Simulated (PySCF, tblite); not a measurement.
# C₅H₁₂F₂SSi: geometry, infrared bands and NMR shifts

What infrared bands and NMR shifts should C₅H₁₂F₂SSi (`CC(C)(CS)[Si@H](F)CF`) show?

The runs use tblite 0.8.0 and PySCF 2.14.0, with density-fitted response routines of our own; the level of theory stands in each step. All values are computed, except where a source is named. Atoms are numbered from 0 throughout.

### 1 Starting geometry

21 atoms, charge 0, multiplicity 1; geometry from: force field or distance geometry start.

Bonds of the start (Å): C0–C1 1.52, C1–C2 1.52, C1–C3 1.50, C3–S4 1.79, C1–Si5 1.83, Si5–F6 1.68, Si5–C7 1.85, C7–F8 1.39, C0–H9 1.11, C0–H10 1.11, C0–H11 1.10, C2–H12 1.12, C2–H13 1.11, C2–H14 1.10, C3–H15 1.11, C3–H16 1.13, S4–H17 1.40, Si5–H18 1.48, C7–H19 1.09, C7–H20 1.12.

### 2 Geometry optimisation with GFN2-xTB

The job: settings as JSON, then the geometry in Å.

```
{"job": {"kind": "relax", "xc": "GFN2-xTB", "basis": "xTB"}, "charge": 0, "multiplicity": 1}
C     -1.049500    -0.940600     1.353600
C     -0.568600    -0.278300     0.068900
C     -1.370800    -0.927100    -1.045800
C     -0.855900     1.183100     0.218300
S     -0.350300     2.181000    -1.181700
Si     1.189000    -0.759800    -0.133600
F      1.641600    -1.723300     1.172500
C      2.416700     0.624700    -0.249900
F      2.900700     0.928300     1.018100
H     -1.328100    -1.988100     1.112400
H     -1.960300    -0.447500     1.760000
H     -0.236700    -0.973200     2.091800
H     -1.946900    -0.159900    -1.626200
H     -2.097000    -1.645200    -0.617800
H     -0.686800    -1.511700    -1.682700
H     -0.463200     1.629600     1.157100
H     -1.976500     1.295600     0.285200
H      0.078200     3.458000    -0.801500
H      1.259900    -1.636700    -1.326400
H      2.083700     1.506600    -0.797800
H      3.311800     0.201400    -0.775000
```

The run is started by

```
OMP_NUM_THREADS=1 python probes_run.py task.json out
```

The driver reads the jobs from task.json and runs them one after another.

**Question.** This job is followed by: GFN2-xTB harmonic vibrations, gas phase; GIAO PBE0/pcSseg-1 NMR shielding, non-relativistic, gas phase. What will the session give for the following? strongest single infrared mode (GFN2-xTB); zero-point energy (GFN2-xTB); 13C shifts against TMS (PBE0/pcSseg-1); 1H shifts against TMS (PBE0/pcSseg-1, means over atoms taken as alike); 33S shifts against CS2 (PBE0/pcSseg-1); 29Si shifts against TMS (PBE0/pcSseg-1); 19F shifts against CFCl3 (PBE0/pcSseg-1).

As calculated:

| quantity | value |
| --- | --- |
| strongest single infrared mode (GFN2-xTB) | 791 cm⁻¹, 239 km/mol |
| zero-point energy (GFN2-xTB) | 100.3 kcal/mol |
| 13C shifts against TMS (PBE0/pcSseg-1) | 77.6, 39.5, 34.7, 25.7, 24.0 ppm |
| 1H shifts against TMS (PBE0/pcSseg-1, means over atoms taken as alike) | 5.70, 5.06, 5.05, 2.87, 2.01, 1.92, 1.33, 1.13 ppm |
| 33S shifts against CS2 (PBE0/pcSseg-1) | -117 ppm |
| 29Si shifts against TMS (PBE0/pcSseg-1) | 8.8 ppm |
| 19F shifts against CFCl3 (PBE0/pcSseg-1) | -229.4, -314.9 ppm |

**Reading.** The optimisation took 232 steps and gained 1.336 eV; among the close pairs (by a distance rule), C1–Si5 changed most, from 1.834 to 1.918 Å. All 57 modes are real, so the xTB geometry is a minimum. The strongest single mode, at 791 cm⁻¹, moves mainly F6 and Si5. GFN2-xTB is a fitted tight-binding method: band positions and strengths are rough. Its intensities can rank the bands wrongly. At PBE0/pcSseg-1: The largest span, 335 ppm, is at S4, where the paramagnetic term is -436 ppm.
